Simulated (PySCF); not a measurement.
**AlSiH5O2 (SMILES O[SiH2][O][AlH2]): levels of theory compared**

Wanted: a comparison of 6 runs (HF/STO-3G, HF/3-21G, B3LYP/6-31G*, B2PLYP/cc-pVDZ, M06-2X/cc-pVDZ, wB97X/cc-pVDZ) of AlSiH5O2. The job is set up through a Python script.

Program for the calculation: PySCF 2.14.0.

1 further run of the same task is left out (set aside as unsound or not needed).

## 1. The system as given

The species is AlSiH5O2 (9 atoms), meant as a singlet with charge 0. SMILES: `O[SiH2][O][AlH2]`. The Si2–H7 distance was set to 1.710 Å, away from the relaxed value.

Bond lengths: O1–Si2 1.642 Å, Si2–O3 1.619 Å, O3–Al4 1.683 Å, O1–H5 0.958 Å, Si2–H6 1.480 Å, Al4–H8 1.580 Å, Al4–H9 1.579 Å. Angles: O1–Si2–O3 112.5°, Si2–O3–Al4 173.6°, O1–Si2–H6 104.7°, O3–Si2–H6 110.1°, Si2–O1–H5 117.9°, O3–Al4–H8 117.8°, O3–Al4–H9 118.1°, H8–Al4–H9 124.1°. A long bond or contact: Si2–H7 1.710 Å.

## 2. A single-point energy at HF/STO-3G (run 1)

input.py reads:

```python
from pyscf import gto, scf

mol = gto.Mole()
mol.atom = '''
O       -0.718541       1.774160      -1.100331
Si       0.249559       1.141460       0.064769
O        0.327359      -0.474140      -0.004431
Al       0.402259      -2.135740      -0.262731
H       -1.664241       1.650560      -1.013031
H        1.582659       1.727560      -0.197131
H       -0.337300       1.564900       1.614200
H       -0.882941      -2.850940      -0.838931
H        1.742159      -2.885840       0.103269
'''
mol.verbose = 4
mol.max_memory = 1860
mol.basis = 'sto-3g'
mol.charge = 0
mol.build()

calc0 = scf.RHF(mol)
calc0.conv_tol = 1e-10
calc0.kernel()
if not calc0.converged:
    calc0 = calc0.newton().run(calc0.mo_coeff, calc0.mo_occ)

etot = calc0.e_tot
print('E = %.10f Eh' % etot)
```

Run with:

```bash
OMP_NUM_THREADS=1 python input.py
```

The program printed:

```text
PySCF version 2.14.0

[... 61 lines left out ...]
converged SCF energy = -675.237846133257
E = -675.2378461333 Eh
```

Wall time 0.87 s (1 thread of Intel Xeon at 2.70GHz, shared host); peak memory 0.1 GiB.

## 3. A single-point energy at HF/3-21G (run 2)

job.py reads:

```python
from pyscf import gto

system = gto.M(
    atom=[
    ('O', (-0.718541, 1.774160, -1.100331)),
    ('Si', (0.249559, 1.141460, 0.064769)),
    ('O', (0.327359, -0.474140, -0.004431)),
    ('Al', (0.402259, -2.135740, -0.262731)),
    ('H', (-1.664241, 1.650560, -1.013031)),
    ('H', (1.582659, 1.727560, -0.197131)),
    ('H', (-0.337300, 1.564900, 1.614200)),
    ('H', (-0.882941, -2.850940, -0.838931)),
    ('H', (1.742159, -2.885840, 0.103269)),
],
    max_memory=1860,
    spin=0,
    verbose=4,
    basis='3-21g',
)

myscf = system.RHF()
myscf.conv_tol = 1e-10
myscf.kernel()
if not myscf.converged:
    myscf = myscf.newton().run(myscf.mo_coeff, myscf.mo_occ)

e_tot = myscf.e_tot
print('E = %.10f Eh' % e_tot)
```

Run with:

```bash
OMP_NUM_THREADS=1 python job.py
```

The program printed:

```text
PySCF version 2.14.0

[... 63 lines left out ...]
converged SCF energy = -679.912743464107
E = -679.9127434641 Eh
```

Run time: 1.4 s. Hardware: 1 thread of Intel Xeon at 2.70GHz, shared host; peak memory 0.13 GiB.

Runs 3 to 5 aren't shown in full; the table further down has their settings and results.

## 4. A single-point energy at wB97X/cc-pVDZ (run 6)

start.xyz reads:

```xyz
9

O     -0.718541     1.774160    -1.100331
Si     0.249559     1.141460     0.064769
O      0.327359    -0.474140    -0.004431
Al     0.402259    -2.135740    -0.262731
H     -1.664241     1.650560    -1.013031
H      1.582659     1.727560    -0.197131
H     -0.337300     1.564900     1.614200
H     -0.882941    -2.850940    -0.838931
H      1.742159    -2.885840     0.103269
```

job.py reads:

```python
from pyscf import gto, dft

mol = gto.M(
    atom='start.xyz',
    max_memory=1860,
    verbose=4,
    basis='cc-pvdz',
)

mf = dft.RKS(mol, xc='wb97x')
mf.grids.level = 5
mf.conv_tol = 1e-10
mf.kernel()
if not mf.converged:
    mf = mf.newton().run(mf.mo_coeff, mf.mo_occ)

e_tot = mf.e_tot
print('Final energy', e_tot)
```

Run with:

```bash
OMP_NUM_THREADS=1 python job.py
```

The program printed:

```text
PySCF version 2.14.0

[... 76 lines left out ...]
converged SCF energy = -685.423891939427
Final energy -685.4238919394274
```

Wall time 41 s (1 thread of Intel Xeon at 2.70GHz, shared host); peak memory 0.45 GiB.

## 5. Overview of the runs

```csv
run,level,integration grid,frozen core orbitals,energy (Eh),dipole moment (D),HOMO energy (eV),LUMO energy (eV),wall time
1,HF/STO-3G,–,–,-675.237846,1.31,-7.76,9.36,0.87 s
2,HF/3-21G,–,–,-679.912743,1.72,-11.28,1.57,1.4 s
3,B3LYP/6-31G* (spherical functions),5,–,-685.483308,1.45,-7.90,-1.32,20 s
4,B2PLYP/cc-pVDZ,5,12,-685.097453,1.42,-9.34,-0.17,23 s
5,M06-2X/cc-pVDZ,5,–,-685.372133,1.40,-9.35,-0.58,38 s
6,wB97X/cc-pVDZ,5,–,-685.423892,1.39,-10.48,0.78,41 s
```

## 6. What came out

| quantity | value |
| --- | --- |
| run 6: total energy | -685.42389 Eh |
| run 6: dipole moment | 1.39 D |
| run 6: HOMO energy | -10.48 eV |
| run 6: LUMO energy | 0.78 eV |
| run 6: HOMO–LUMO gap | 11.27 eV |

The dipole moment (its size) runs from 1.31 D (HF/STO-3G) to 1.72 D (HF/3-21G). The HOMO–LUMO gap runs from 6.59 eV (B3LYP/6-31G*) to 17.12 eV (HF/STO-3G). The two ends differ in method and basis. Totals of different functionals can't be ranked against each other. In run 1 the basis is minimal, so the values are rough. All runs together took 2.1 min, the longest 41 s.
